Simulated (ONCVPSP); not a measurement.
# Pseudopotential generation for iridium: ONCV, PBE

Do these settings give a usable potential? It is generated, then checked for transferability, scattering, ghosts and hardness.

The numbers are computed with ONCVPSP 4.0.1 (PBE, scalar-relativistic, spin-unpolarised reference atom).

## 1. The design

Typed settings, in words:

```
element                 : iridium (Ir, Z = 77)
type                    : optimised norm-conserving Vanderbilt (ONCV)
frozen core             : [Kr] 4d10 4f14
valence charge          : 17
reference configuration : 5s2 5p6 5d7 (charge +2)
partial waves           : 5s: rc 1.45 bohr, ncon 5, nbas 9, qcut 7.7 1/bohr, 2 projectors, debl 3.3 Ha; 5p: rc 1.80 bohr, ncon 3, nbas 7, qcut 6.4 1/bohr, 2 projectors, debl 2 Ha; 5d: rc 1.40 bohr, ncon 5, nbas 10, qcut 8 1/bohr, 1 projector
local potential         : polynomial inside 1.40 bohr (lpopt 3, dvloc0 0 Ha)
core correction         : Teter function, fcfact 2.5, rcfact 1.65
```

The outer shells as boxes (Hund's rule for the drawing; the calculation is spin-unpolarised):

```
[Kr] core
4d [↑↓][↑↓][↑↓][↑↓][↑↓]
4f [↑↓][↑↓][↑↓][↑↓][↑↓][↑↓][↑↓]
5s [↑↓]
5p [↑↓][↑↓][↑↓]
5d [↑↓][↑↓][↑ ][↑ ][↑ ]
```

## 2. Generating the potential

Ir.dat reads:

```
# ATOM AND REFERENCE CONFIGURATION
# atsym  z   nc   nv     iexc    psfile
  Ir 77.00   10    3        4      upf
#
#   n    l    f
    1    0    2.00
    2    0    2.00
    2    1    6.00
    3    0    2.00
    3    1    6.00
    3    2   10.00
    4    0    2.00
    4    1    6.00
    4    2   10.00
    4    3   14.00
    5    0    2.00
    5    1    6.00
    5    2    7.00
#
# PSEUDOPOTENTIAL AND OPTIMIZATION
# lmax
    2
#
#   l,   rc,      ep,       ncon, nbas, qcut
    0    1.45    0.00    5    9    7.70
    1    1.80    0.00    3    7    6.40
    2    1.40    0.00    5   10    8.00
#
# LOCAL POTENTIAL
# lloc, lpopt,  rc(5),   dvloc0
    4    3    1.40    0.00
#
# VANDERBILT-KLEINMAN-BYLANDER PROJECTORs
# l, nproj, debl
    0    2    3.30
    1    2    2.00
    2    1    1.50
#
# MODEL CORE CHARGE
# icmod, fcfact, rcfact
    3    2.50    1.65
#
# LOG DERIVATIVE ANALYSIS
# epsh1, epsh2, depsh
   -6.00    5.00    0.04
#
# OUTPUT GRID
# rlmax, drl
    6.00    0.01
#
# TEST CONFIGURATIONS
# ncnf
    4
# nvcnf
#   n    l    f
    4
    5    0    2.00
    5    1    6.00
    5    2    7.00
    6    0    2.00
#
    4
    5    0    2.00
    5    1    6.00
    5    2    7.00
    6    0    1.00
#
    3
    5    0    2.00
    5    1    6.00
    5    2    6.00
#
    4
    5    0    2.00
    5    1    5.00
    5    2    7.00
    6    0    2.00
#
```

On the command line:

```sh
$ oncvpsp.x < Ir.dat > Ir.out
```

What does the calculation give? Wanted: cutoffs for 1 and 0.1 mHa per electron, occupied waves; bound ghosts; GHOST(+) flags; largest test error; largest phase difference near zero energy, channels read; rms error of d²Exc/dn², without and with the model core; projector energies reset by the program.

**Answer**, as computed:

| quantity | value |
| --- | --- |
| cutoffs for 1 and 0.1 mHa per electron, occupied waves | 27 Ha and 82 Ha |
| bound ghosts | none found |
| GHOST(+) flags | none at low energy |
| largest test error (AE − PS) | -179 meV, for 5s2 5p5 5d7 6s2 |
| largest phase difference near zero energy, channels read | 0.003 rad |
| rms error of d²Exc/dn², without and with the model core | 7.42 and 1.32 mHa |
| projector energies reset by the program | s: -4.251, 0.250 Ha; p: -2.662, 0.250 Ha |

In words: The worst unpolarised test, 5s2 5p5 5d7 6s2, is off by 179 meV on 33.6 eV; by total energies transferability rates as poor. The potential is of middling hardness: the looser tolerance needs 27 Ha. The tighter tolerance needs 82 Ha, and converged work needs a cutoff nearer that. At the looser tolerance the 5s wave is the slowest; 5d needs 17 Ha. It is free of bound ghosts as far as tested. Near zero energy the phases of the channels with partial waves agree within 0.003 rad. Note that the frozen 4f shell (-80 eV) lies higher than the valence 5s shell (-116 eV). All of this concerns the isolated atom, not yet a solid.
